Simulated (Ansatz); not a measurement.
**FH₂O₂Si radical: up Jacob's ladder to CCSD(T)**

An exercise on one series of results from a longer session: the logs are not shown, and one member is left open.

Program: Ansatz 0.2.0, Gaussian basis. Level of theory: functionals in def2-TZVPP, the program's frozen cores in correlated methods. These are calculated values, not measurements.

Levels to be run: LDA (SPW92), PBE-D4, revPBE-D4, BLYP-D4, r2SCAN-D4, B97M-V, PBE0-D4, B3LYP-D4, r2SCANh-D4, r2SCAN0-D4, HSE06-D4, BHLYP-D4, CAM-B3LYP-D4, LC-ωPBE, ωB97X-V, ωB97M-V, B2PLYP, PBE-QIDH; CCSD(T)/def2-SVP; CCSD(T)/def2-TZVPP; MP2/def2-QZVPP; extrapolation to the limit; RPA on PBE.

## The relaxed structure

The geometry comes from an earlier relaxation with PBE0-D4 in a triple-zeta def2 set; it is a stationary point.

SMILES `O[Si](O)F`, 6 atoms, charge 0, spin multiplicity 2.

Atoms are counted from 1 here; the program's logs count them from 0.

Bond lengths: O1–Si2 1.630 Å, O1–H5 0.959 Å, Si2–O3 1.639 Å, Si2–F4 1.594 Å, O3–H6 0.959 Å. Angles: Si2–O1–H5 117.1°, O1–Si2–O3 107.8°, O1–Si2–F4 105.4°, O3–Si2–F4 111.3°, Si2–O3–H6 117.8°.

The first run:

File in.yaml:

```yaml
crystal:
  periodic: [false, false, false]
  atoms:
    - {symbol: O, position_ang: [-0.887312, 1.032021, -0.626322]}
    - {symbol: Si, position_ang: [0.382886, 0.026226, -0.446519]}
    - {symbol: O, position_ang: [0.346326, -0.560693, 1.083424]}
    - {symbol: F, position_ang: [0.159445, -1.133927, -1.516285]}
    - {symbol: H, position_ang: [-1.051627, 1.658840, 0.081082]}
    - {symbol: H, position_ang: [1.092282, -1.086566, 1.378520]}
basis:
  gaussian: {orbitals: def2-TZVPP}
magnetization: {spin_polarized: true, initial_magnetization: 1}
hamiltonian: {xc: lda}
output: {orbitals: {seedname: orbitals}}
```

Among the steps run: LDA; PBE-D4 (GGA); revPBE-D4 (GGA); BLYP-D4 (GGA); r2SCAN-D4 (meta-GGA); B97M-V (meta-GGA); PBE0-D4 (hybrid); B3LYP-D4 (hybrid); r2SCANh-D4 (hybrid); r2SCAN0-D4 (hybrid); HSE06-D4 (hybrid); BHLYP-D4 (hybrid); CAM-B3LYP-D4 (range-separated); LC-ωPBE-D4 (range-separated; the results give it without D4); ωB97X-V (range-separated); ωB97M-V (range-separated); B2PLYP (double hybrid); PBE-QIDH (double hybrid).

One table of the session follows, with a row left open; its other results are not shown here.

It belongs to the step «Frontier levels by functional». 

| functional | HOMO (eV) | LUMO (eV) | gap (eV) |
| --- | --- | --- | --- |
| LDA (SPW92) | -5.09 | -3.70 | 1.40 |
| PBE-D4 | -5.08 | -3.20 | 1.88 |
| revPBE-D4 | ? | ? | ? |
| BLYP-D4 | -4.92 | -3.30 | 1.61 |
| r2SCAN-D4 | -5.47 | -2.64 | 2.83 |
| B97M-V | -5.10 | -3.43 | 1.67 |
| PBE0-D4 | -6.41 | -2.24 | 4.17 |
| B3LYP-D4 | -6.14 | -2.73 | 3.41 |
| r2SCANh-D4 | -5.96 | -2.34 | 3.61 |
| r2SCAN0-D4 | -6.69 | -1.92 | 4.77 |
| HSE06-D4 | -6.00 | -2.62 | 3.38 |
| BHLYP-D4 | -7.61 | -1.52 | 6.08 |
| CAM-B3LYP-D4 | -7.74 | -1.45 | 6.29 |
| LC-ωPBE | -9.17 | 0.13 | 9.31 |
| ωB97X-V | -8.64 | -0.52 | 8.12 |
| ωB97M-V | -8.23 | -0.69 | 7.54 |

Estimate the missing values for revPBE-D4.

As computed: HOMO (eV): -5.04; LUMO (eV): -3.01; gap (eV): 2.03. In the column «HOMO (eV)» it lies between PBE-D4 (-5.08) and BLYP-D4 (-4.92).
